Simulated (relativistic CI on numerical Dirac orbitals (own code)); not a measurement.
# Sr V (Sr⁴⁺): levels and lines

What are the lowest levels and the strongest lines of Sr⁴⁺? One CI run answers it. Configurations built on the next ion are tied to the tabulated ionisation energy.

The numbers are computed with relativistic CI on numerical Dirac orbitals (own code) version 3 (Dirac-Coulomb-Breit CI, KLI orbitals optimised for each configuration, model QED (radiative potential, 1s self-energy scaled to tabulated hydrogen-like ionisation energies), valence Slater integrals scaled by 0.85, P86 correlation estimate, and configurations built on the next ion tied to the tabulated ionisation energy (semi-empirical)), except any that are marked as measured or tabulated.

**1. The atom as given**

- ion: Sr⁴⁺ (Sr V)
- nuclear charge: 38
- electrons: 34
- isotope: A = 88
- first configuration typed: [Ar] 3d10 4s2 4p4

Outer shells as boxes (Hund's rule):

first configuration typed
```
[Ar] core
3d [↑↓][↑↓][↑↓][↑↓][↑↓]
4s [↑↓]
4p [↑↓][↑ ][↑ ]
```

**2. CI with the chosen configurations**

Input settings:

```ini
atom Sr  Z=38  charge=4  electrons=34
nucleus A=88  rms_radius_fm=4.2240
hamiltonian dirac-coulomb  breit=on  qed=on  c_scale=1
orbitals kli  potential=per-configuration
slater_scale 0.85
correlation anchor
mixing on
configurations
  [Ar] 3d10 4s2 4p4
  [Ar] 3d10 4s2 4p3 4d
  [Ar] 3d10 4s2 4p3 5s
  [Ar] 3d10 4s2 4p3 5p
  [Ar] 3d10 4s2 4p3 5d
  [Ar] 3d10 4s2 4p3 6s
  [Ar] 3d10 4s2 4p3 4f
  [Ar] 3d10 4s2 4p3 5f
  [Ar] 3d10 4s 4p5
  [Ar] 3d10 4p6
  [Ar] 3d10 4s2 4p2 4d2
  [Ar] 3d10 4s 4p4 4d
  [Ar] 3d10 4s 4p4 4f
  [Ar] 3d10 4s2 4p2 4f2
  [Ar] 3d10 4p4 4d2
  [Ar] 3d10 4s2 4p3 6p
  [Ar] 3d10 4p5 4d
  [Ar] 3d10 4s2 4p3 6d
  [Ar] 3d10 4s2 4p3 5g
  [Ar] 3d10 4s 4p4 5s
  [Ar] 3d10 4s 4p3 4d2
  [Ar] 3d10 4s2 4p2 4d 4f
  [Ar] 3d10 4s2 4p3 6f
  [Ar] 3d10 4s 4p4 5p
end
```

Run with:

```console
> python run_levels.py task.json out
```

task.json lists these runs, among others, and the program works through them in turn.

**Question.** What will these runs give? Wanted: lowest level; first excitation; lowest level of the other parity; fastest E1 line; mean error of paired levels.

The runs gave:

```
                                                                         quantity                             value
                                                                     lowest level                           4p4 3P2
                                                                 first excitation              4p4 3P1, 8195.9 cm⁻¹
                                                 lowest level of the other parity          4s 4p5 3P°2, 156247 cm⁻¹
                                                              levels in the model                              1499
fastest E1 line (by rate) to the lowest level among the lowest 300 of 1499 levels  37.67 nm, from 4p3 4d 3D°3 (iii)
                                                      mean error of paired levels                 5035 cm⁻¹ over 61
```

In words: The lowest level is 4p4 3P2, 91 % pure in LS and 86 % in jj coupling; over the low levels the means are 88 and 61 %, so LS coupling describes them better. The tie to the ionisation limit holds for one-electron excitations alone. Lifetimes count radiative decay inside the model alone.
